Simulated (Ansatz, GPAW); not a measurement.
TePb: GLLB-SC, run from Python

These are simulated results from GPAW 26.7.0, not measurements. The cell was built from a prototype and was relaxed with r2SCAN in plane waves (Ansatz 0.2.0). Not every such cell is a known phase. All runs are without spin polarisation.

The symmetry is Fm-3m (No. 225, cubic); conventional cell a = 6.536 Å, 34.90 Å³ an atom. Pb is surrounded by 6 Te at 3.27 Å; Te is surrounded by 6 Pb at 3.27 Å.

GLLB-SC is a model potential. Its fundamental gap is the Kohn-Sham gap plus a derivative discontinuity, which the script evaluates at the band edges among the listed k points. Its total energy isn't variational and serves nothing here.

run.py reads:

```python
import json
from ase import Atoms
from gpaw import GPAW, PW, FermiDirac

atoms = Atoms(['Pb', 'Te'],
              cell=[[0.0, 3.267837, 3.267837], [3.267837, 0.0, 3.267837], [3.267837, 3.267837, 0.0]],
              scaled_positions=[[0.0, -0.0, -0.0], [0.5, 0.5, 0.5]],
              pbc=True)
calc = GPAW(mode=PW(400), xc='GLLBSC', kpts={'size': (4, 4, 4), 'gamma': True},
            occupations=FermiDirac(0.02), maxiter=100, legacy_gpaw=True, txt='gpaw.txt')
atoms.calc = calc
res = {'energy': atoms.get_potential_energy(force_consistent=True)}
res['electrons'] = calc.get_number_of_electrons()
res['k'] = calc.get_ibz_k_points().tolist()
res['levels'] = [calc.get_eigenvalues(kpt=i).tolist() for i in range(len(res['k']))]
points = [[0.0, 0.0, 0.0], [0.5, 0.0, 0.5], [0.625, 0.25, 0.625], [0.375, 0.375, 0.75], [0.5, 0.5, 0.5], [0.5, 0.25, 0.75], [0.0, 0.0, 0.5]]
bands = calc.fixed_density(kpts=points, symmetry='off', nbands=round(res['electrons']) // 2 + 6, convergence={'bands': -2}, txt='bands.txt')
res['points'] = [bands.get_eigenvalues(kpt=i).tolist() for i in range(len(points))]
homo, lumo = bands.get_homo_lumo()
potential = calc.hamiltonian.xc.response.calculate_discontinuity_potential(homo, lumo)
res['discontinuity'] = bands.hamiltonian.xc.response.calculate_discontinuity(potential)
json.dump(res, open('results.json', 'w'))
print('free energy (eV):', round(res['energy'], 5))
```

Command: `python run.py`. It took 11 s on 1 thread of Arm Neoverse V2 (shared host), peak memory 0.17 GiB.

The log gpaw.txt, trimmed of paths, versions and times, then the last line on the terminal. An iter line gives the energy in eV and the logarithms of the changes of orbitals (plane waves alone) and density (c: converged):

```
___ ___ ___ _ _ _
 |   |   |_  | | | |

 | | | | | . | | | |

 |__ |  _|___|_____|  26.7.0
 |___|_|

Input parameters:
  kpts: {gamma: True,
         size: (4, 4, 4)}
  maxiter: 100
  mode: {ecut: 400.0,
         name: pw}
  occupations: {fixmagmom: False,
                name: fermi-dirac,
                width: 0.02}
  xc: GLLBSC

System changes: positions, numbers, cell, pbc, initial_charges, initial_magmoms

Initialize ...

species:
  Pb:
    name:    Lead
    Z:       82.0
    valence: 14
    core:    68
    charge:  0.0  # [|e|]
    compensation charges:
      type: gauss
      rc: 0.38  # [Å]
      lmax: 2
    cutoffs:
      filter: 2.36  # [Å]
      core: 2.43  # [Å]
    projectors
    | kind |    occ | energy [eV] | rcut [Å] |

    |------|--------|-------------|----------|

    |   6s |  2.000 |     -13.011 |    1.259 |

    |   6p |  2.000 |      -4.841 |    1.275 |

    |   5d | 10.000 |     -22.546 |    1.217 |

    |    s |        |      14.200 |    1.259 |

    |    p |        |      22.370 |    1.275 |

    |    d |        |       4.665 |    1.217 |

    Using partial waves for Pb as LCAO basis

  Te:
    name:    Tellurium
    Z:       52.0
    valence: 6
    core:    46
    charge:  0.0  # [|e|]
    compensation charges:
      type: gauss
      rc: 0.36  # [Å]
      lmax: 2
    cutoffs:
      filter: 2.09  # [Å]
      core: 3.17  # [Å]
    projectors
    | kind |    occ | energy [eV] | rcut [Å] |

    |------|--------|-------------|----------|

    |   5s |  2.000 |     -17.259 |    1.180 |

    |   5p |  4.000 |      -8.515 |    1.196 |

    |    s |        |       9.952 |    1.180 |

    |    p |        |      18.697 |    1.196 |

    |    d |        |       0.000 |    1.238 |

    Using partial waves for Te as LCAO basis

Reference energy: -751838.789794  # eV

Spin-paired calculation

Convergence criteria:
 Maximum [total energy] change in last 3 cyles: 0.0005 eV / valence electron
 Maximum integral of absolute [dens]ity change: 0.0001 electrons / valence electron
 Maximum integral of absolute [eigenst]ate change: 4e-08 eV^2 / valence electron
 Maximum number of scf [iter]ations: 100
 (Square brackets indicate name in SCF output, whereas a 'c' in
 the SCF output indicates the quantity has converged.)

Symmetries present (total): 48

  ( 1  0  0)  ( 1  0  0)  ( 1  0  0)  ( 1  0  0)  ( 1  0 -1)  ( 1  0 -1)
  ( 1  0 -1)  ( 1 -1  0)  ( 0  1  0)  ( 0  0  1)  ( 1  0  0)  ( 1 -1  0)
  ( 1 -1  0)  ( 1  0 -1)  ( 0  0  1)  ( 0  1  0)  ( 1 -1  0)  ( 1  0  0)

  ( 1  0 -1)  ( 1  0 -1)  ( 1 -1  0)  ( 1 -1  0)  ( 1 -1  0)  ( 1 -1  0)
  ( 0  1 -1)  ( 0  0 -1)  ( 1  0  0)  ( 1  0 -1)  ( 0 -1  1)  ( 0 -1  0)
  ( 0  0 -1)  ( 0  1 -1)  ( 1  0 -1)  ( 1  0  0)  ( 0 -1  0)  ( 0 -1  1)

  ( 0  1  0)  ( 0  1  0)  ( 0  1  0)  ( 0  1  0)  ( 0  1 -1)  ( 0  1 -1)
  ( 1  0  0)  ( 0  1 -1)  ( 0  0  1)  (-1  1  0)  ( 1  0 -1)  ( 0  1  0)
  ( 0  0  1)  (-1  1  0)  ( 1  0  0)  ( 0  1 -1)  ( 0  0 -1)  (-1  1  0)

  ( 0  1 -1)  ( 0  1 -1)  ( 0  0  1)  ( 0  0  1)  ( 0  0  1)  ( 0  0  1)
  ( 0  0 -1)  (-1  1  0)  ( 1  0  0)  ( 0  1  0)  ( 0 -1  1)  (-1  0  1)
  ( 1  0 -1)  ( 0  1  0)  ( 0  1  0)  ( 1  0  0)  (-1  0  1)  ( 0 -1  1)
[... 2 lines left out ...]
  ( 1  0 -1)  ( 0  1 -1)  ( 0 -1  0)  (-1  0  0)  ( 1 -1  0)  ( 0  0  1)
  ( 0  1 -1)  ( 1  0 -1)  (-1  0  0)  ( 0 -1  0)  ( 0 -1  0)  (-1  0  1)

  ( 0 -1  1)  ( 0 -1  1)  ( 0 -1  0)  ( 0 -1  0)  ( 0 -1  0)  ( 0 -1  0)
  ( 0 -1  0)  (-1  0  1)  ( 1 -1  0)  ( 0  0 -1)  ( 0 -1  1)  (-1  0  0)
  ( 1 -1  0)  ( 0  0  1)  ( 0 -1  1)  (-1  0  0)  ( 1 -1  0)  ( 0  0 -1)

  (-1  1  0)  (-1  1  0)  (-1  1  0)  (-1  1  0)  (-1  0  1)  (-1  0  1)
  ( 0  1  0)  ( 0  1 -1)  (-1  0  1)  (-1  0  0)  ( 0  0  1)  ( 0 -1  1)
  ( 0  1 -1)  ( 0  1  0)  (-1  0  0)  (-1  0  1)  ( 0 -1  1)  ( 0  0  1)

  (-1  0  1)  (-1  0  1)  (-1  0  0)  (-1  0  0)  (-1  0  0)  (-1  0  0)
  (-1  1  0)  (-1  0  0)  ( 0  0 -1)  ( 0 -1  0)  (-1  1  0)  (-1  0  1)
  (-1  0  0)  (-1  1  0)  ( 0 -1  0)  ( 0  0 -1)  (-1  0  1)  (-1  1  0)

64 k-points: 4 x 4 x 4 Monkhorst-Pack grid + [1/8,1/8,1/8]
8 k-points in the irreducible part of the Brillouin zone
       k-points in crystal coordinates                weights
   0:     0.00000000    0.00000000    0.00000000          1/64
   1:     0.25000000    0.25000000    0.00000000          6/64
   2:     0.25000000    0.25000000    0.25000000          8/64
   3:     0.50000000    0.25000000   -0.25000000          6/64
   4:     0.50000000    0.25000000    0.25000000         12/64
   5:     0.50000000    0.50000000    0.00000000          3/64
   6:     0.50000000    0.50000000    0.25000000         24/64
   7:     0.50000000    0.50000000    0.50000000          4/64

Wave functions: Plane wave expansion
  Cutoff energy: 400.000 eV
  Number of coefficients (min, max): 1243, 1283
  Pulay-stress correction: 0.000000 eV/Ang^3 (de/decut=0.000000)
  Using FFTW library
  ScaLapack parameters: grid=1x1, blocksize=None
  Wavefunction extrapolation:
    Improved wavefunction reuse through dual PAW basis

Occupation numbers: Fermi-Dirac:
  width: 0.0200  # eV

Eigensolver
   Davidson(niter=2)

Densities:
  Coarse grid: 24*24*24 grid
  Fine grid: 48*48*48 grid
  Total Charge: 0.000000

Density mixing:
  Method: separate
  Backend: msr1
  Linear mixing parameter: 0.05
  old densities: 10
  Width of damping distribution: 1.1
  Damping of long wavelength oscillations: 20

Hamiltonian:
  XC and Coulomb potentials evaluated on a 48*48*48 grid
  Using the GLLBSC Exchange-Correlation functional
  External potential:
    NoExternalPotential

XC parameters: GLLBSC functional being used consists of
  -----------------------------------------------------------------------
  | Weight | Module     | Description                                   |

  -----------------------------------------------------------------------
  |  1.000 | SCREENING  | GGA_X_PBE_SOL with 2 nearest neighbor stencil |

  |  1.000 | RESPONSE   | eps=0.0500 eV                                 |

  |  1.000 | XC         | GGA_C_PBE_SOL with 2 nearest neighbor stencil |

  -----------------------------------------------------------------------

Memory estimate:
  Process memory now: 113.69 MiB
  Calculator: 13.07 MiB
    Density: 6.54 MiB
      Arrays: 2.74 MiB
      Localized functions: 1.69 MiB
      Mixer: 2.11 MiB
    Hamiltonian: 1.83 MiB
      Arrays: 1.79 MiB
      XC: 0.00 MiB
      Poisson: 0.00 MiB
      vbar: 0.04 MiB
    Wavefunctions: 4.69 MiB
      Arrays psit_nG: 2.04 MiB
      Eigensolver: 0.38 MiB
      Projections: 0.05 MiB
      Projectors: 1.55 MiB
      PW-descriptor: 0.68 MiB

Total number of cores used: 1

Number of atoms: 2
Number of atomic orbitals: 13
Number of bands in calculation: 13
Number of valence electrons: 20
Bands to converge: occupied

... initialized

Initializing position-dependent things.

Density initialized from atomic densities
Creating initial wave functions:
  13 bands from LCAO basis set
Positions:
   0 Pb     0.000000    0.000000    0.000000    ( 0.0000,  0.0000,  0.0000)
   1 Te     3.267837    3.267837    3.267837    ( 0.0000,  0.0000,  0.0000)

Unit cell:
           periodic     x           y           z      points  spacing
  1. axis:    yes    0.000000    3.267837    3.267837    24     0.1572
  2. axis:    yes    3.267837    0.000000    3.267837    24     0.1572
  3. axis:    yes    3.267837    3.267837    0.000000    24     0.1572

  Lengths:   4.621419   4.621419   4.621419
  Angles:   60.000000  60.000000  60.000000

Effective grid spacing dv^(1/3) = 0.1716

iter:   1    -8.933210
iter:   2    -8.886797   -0.71  -1.23
iter:   3   -10.489646   -0.44  -1.21
iter:   4    -8.659931   -0.78  -1.13
iter:   5    -8.725855   -2.17  -1.43
iter:   6    -8.727469   -2.51  -1.48
iter:   7    -8.666682   -2.76  -1.56
iter:   8    -8.639457   -2.79  -1.89
iter:   9    -8.636792   -4.21  -2.60
iter:  10    -8.627449   -4.23  -2.45
iter:  11    -8.623719   -4.49  -2.67
iter:  12    -8.618246c  -4.79  -3.05
iter:  13    -8.613242   -5.45  -3.48
iter:  14    -8.613183c  -6.18  -4.34c
iter:  15    -8.612562c  -6.86  -4.50c
iter:  16    -8.612334c  -7.51c -4.82c

Converged after 16 iterations.

Energy contributions relative to reference atoms: (reference = -751838.789794)

Kinetic:        +44.001736
Potential:      -41.361074
External:        +0.000000
XC:             -10.409514
Entropy (-ST):   -0.000000
Local:           -0.843482
SIC:             +0.000000
--------------------------
Free energy:     -8.612334
Extrapolated:    -8.612334

GLLBSC response reference energy: 4.56548 eV (from HOMO)

Showing only first 2 kpts
 Kpt  Band  Eigenvalues  Occupancy
  0     8      3.34202    2.00000
  0     9      3.34202    2.00000
  0    10      8.82515    0.00000
  0    11      8.82515    0.00000

  1     8      2.59556    2.00000
  1     9      3.30642    2.00000
  1    10      7.30546    0.00000
  1    11      9.18748    0.00000

Fermi level: 5.18840

Gap: 1.030 eV
Transition (v -> c):
  (s=0, k=7, n=9, [0.50, 0.50, 0.50]) -> (s=0, k=7, n=10, [0.50, 0.50, 0.50])
No difference between direct/indirect transitions

free energy (eV): -8.61233
```

The gap in the log is over the mesh alone; results.json adds the listed points. GLLB-SC gives a gap of 1.52 eV (1.030 eV Kohn-Sham over the listed points plus 0.486 eV discontinuity). On the same cell, plane-wave PBE (Ansatz, 8×8×8 k points and the special points) gives a gap of 0.80 eV and r2SCAN a gap of 1.09 eV; on shared hosts these took about 2.7 and 6.7 core-seconds on the 2-atom cell, against 11 for the script. Spin-orbit coupling, left out in all these runs, can cut or reorder the gap by tenths of an eV, up to about 1 eV with Pb or Bi.

Spin-orbit coupling is left out; in compounds of Pb, Bi, Tl or Hg it can lower a gap by up to about 1 eV, split its edges or invert the bands.
